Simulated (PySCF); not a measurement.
# [CeCl4]−: other functionals and bases at one geometry

The task here is to estimate one member of a computed series from the others.

Program: PySCF 2.14.0. Level of theory: several levels, as the steps say, no spin–orbit coupling. These are calculated values, not measurements.

4 further runs of the same task are left out: 2 for a known fault of the program, 2 that didn't finish.

## The system as given

5 atoms, charge -1, spin multiplicity 1.

Bond lengths: Ce1–Cl2 2.660 Å, Ce1–Cl3 2.660 Å, Ce1–Cl4 2.660 Å, Ce1–Cl5 2.660 Å. Angles: Cl2–Ce1–Cl3 109.5°, Cl2–Ce1–Cl4 109.5°, Cl2–Ce1–Cl5 109.5°, Cl3–Ce1–Cl4 109.5°, Cl3–Ce1–Cl5 109.5°, Cl4–Ce1–Cl5 109.5°.

Coordinates:

```xyz
5
charge -1, multiplicity 1
Ce    0.00000    0.00000    0.00000
Cl    1.53590    1.53590    1.53590
Cl   -1.53590   -1.53590    1.53590
Cl    1.53590   -1.53590   -1.53590
Cl   -1.53590    1.53590   -1.53590
```

Formal oxidation states: Ce +3. Each metal's 1 4f electrons lie in its core potential, so multiplicities, spins and levels count the valence alone. An earlier session relaxed this geometry at r2SCAN, Ce lcecp-1-SVP with ECP47, Cl def2-SVP (singlet, point group Td).

At r2SCAN on the finer grid: E = -1872.830705 Eh, HOMO -3.56 eV, LUMO 2.73 eV, Mulliken charge on Ce1 +0.82 e, largest force component 0.011 eV/Å. 

Levels to run: BLYP; PBE; M06-L; BP86; r2SCAN, TZVP. Hardware: 2 threads of Arm Neoverse V1, shared host.

The first run:

run.py (the lines that set the calculation) reads:

```python
mol = gto.M(atom='''
Ce     0.00000     0.00000     0.00000
Cl     1.53590     1.53590     1.53590
Cl    -1.53590    -1.53590     1.53590
Cl     1.53590    -1.53590    -1.53590
Cl    -1.53590     1.53590    -1.53590''',
    basis={'Ce': 'lcecp-1-SVP', 'Cl': 'def2-SVP'},
    ecp={'Ce': 'lcecp-1-SVP'},
    charge=-1, spin=0)
mf = dft.RKS(mol, xc='BLYP')
mf.grids.atom_grid = (75, 302)  # f atoms: unpruned, at least (60, 302)
mf = mf.density_fit()  # fitting sets: Ce AutoAux, Cl def2-universal-JKFIT
mf.conv_tol = 1e-08; mf.max_cycle = 55
mf.kernel(dm0)  # dm0: the density of the relaxed state
```

Command:

```
$ OMP_NUM_THREADS=2 python run.py
```

Steps of the session up to this table: BLYP; PBE; M06-L; BP86; r2SCAN, TZVP.

One of the session's tables, all rows but one given; the rest of the session is left out.

| level | HOMO (eV) | gap (eV) | charge on Ce1 (e) | largest force component (eV/Å) |
| --- | --- | --- | --- | --- |
| r2SCAN (relaxed here) | -3.56 | 6.29 | 0.82 | 0.01 |
| BLYP | -2.85 | 5.45 | 0.55 | 0.10 |
| PBE | ? | ? | ? | ? |
| M06-L | -3.45 | 6.28 | 1.09 | 0.04 |
| BP86 | -3.21 | 5.72 | 0.62 | 0.00 |
| r2SCAN, TZVP | -3.83 | 6.33 | 1.36 | 0.01 |

**Question.** Estimate the row for PBE.

**Answer.** HOMO (eV): -3.11; gap (eV): 5.67; charge on Ce1 (e): 0.61; largest force component (eV/Å): 0.02. In the column «HOMO (eV)» it lies between BP86 (-3.21) and BLYP (-2.85).

In one basis the gap runs from 5.45 eV (BLYP) to 6.29 eV (r2SCAN). The largest leftover force, 0.10 eV/Å with BLYP, stands at a geometry relaxed at another level. With 4f in the core, its levels are missing from HOMO and gap, and its count is fixed, so no charge can pass from the ligands into it. Total energies of different levels can't be compared.
